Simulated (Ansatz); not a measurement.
# Co: the crystal squeezed far

Aim: compress Co (hcp type) step by step, far beyond the usual range, and follow pressure and electronic structure. The runs shown use PAW.

Method: DFT PBEsol, with the methods named in each step, in Ansatz 0.2.0.

**1. The structure to begin with**

It takes space group P6_3/mmc (No. 194, hexagonal). The conventional cell has a = 2.509 Å, b = 2.509 Å, c = 4.065 Å, α = 90.00°, β = 90.00°, γ = 120.00°. Co (site symmetry -6m2) is surrounded by 12 Co at 2.50 to 2.51 Å.

As a file:

```xyz
2
Lattice="2.5090 0.0000 0.0000 -1.2545 2.1729 0.0000 0.0000 0.0000 4.0646" Properties=species:S:1:pos:R:3 pbc="T T T"
Co    0.0000    1.4486    1.0162
Co    1.2545    0.7243    3.0485
```

Whether this phase is the stable one at these pressures isn't tested.

Atoms are numbered in the order of the input: Co1, Co2.

**2. Cell relaxed at zero pressure, PAW**

Contents of input.yaml:

```yaml
crystal:
  lattice:
    - [2.5090426088, 0.0, 0.0]
    - [-1.2545213044, 2.1728946384, 0.0]
    - [0.0, 0.0, 4.0646490262]
  atoms:
    - { symbol: Co, position: [0.3333333333, 0.6666666667, 0.25], spin: 1.7 }
    - { symbol: Co, position: [0.6666666667, 0.3333333333, 0.75], spin: 1.7 }
magnetization:
  spin_polarized: true
kpoints:
  mp_grid: { grid: [17, 17, 9] }
scf:
  occupations: { method: fermi_dirac, width: 0.1 }
hamiltonian:
  xc: pbesol
  pseudopotentials: { kind: paw }
output:
  forces: true
  stress: true
relax:
  f_tol: 0.005
  max_steps: 40
  cell: {}
```

On the command line:

```bash
ansatz run input.yaml --threads 1 --pin off --max-ram 3072MiB --backend cpu --events-out ev --progress --plain --runs-dir out
```

Further steps of the session: Volume scaled by 1, PAW; Shape and atoms relaxed at 0.94 of the volume, PAW; Volume scaled by 0.94, PAW; Shape and atoms relaxed at 0.88 of the volume, PAW; Volume scaled by 0.88, PAW; Volume scaled by 0.88, PAW (cutoff 1000 eV); Shape and atoms relaxed at 0.8 of the volume, PAW; Volume scaled by 0.8, PAW; Shape and atoms relaxed at 0.72 of the volume, PAW; Volume scaled by 0.72, PAW; Shape and atoms relaxed at 0.64 of the volume, PAW; Volume scaled by 0.64, PAW; Shape and atoms relaxed at 0.55 of the volume, PAW; Volume scaled by 0.55, PAW; Shape and atoms relaxed at 0.45 of the volume, PAW; Volume scaled by 0.45, PAW; Volume scaled by 0.45, PAW (level accurate).

Q: Predict the outcome of this session. Wanted: PAW pressure at 0.45 of the volume; PAW; fitted bulk modulus at zero pressure.

**Answer**, as computed:

| quantity | value |
| --- | --- |
| PAW pressure at 0.45 of the volume | 1181.0 GPa |
| PAW (level accurate) pressure at 0.45 of the volume | 1181.5 GPa |
| fitted bulk modulus at zero pressure (PAW) | 227 GPa |
| its pressure derivative | 4.58 |

What this shows: By PAW the pressure climbs to 1181 GPa at 0.45 of the first volume. A third-order Birch-Murnaghan curve fits the range only roughly (B₀ = 227 GPa, B′ = 4.58, misfit at most 10.31 GPa). A fit over so wide a range leans to the high pressures, so B₀ can be off by several per cent. The largest moment goes from 1.63 to 0.00 μB: compression widens the bands and quenches it. No all-electron run checks these rows here, and frozen cores can fail under such compression. The ions are at rest, and the electrons smeared by 0.1 eV. Other magnetic orders may lie lower; this is the state that the run reached.
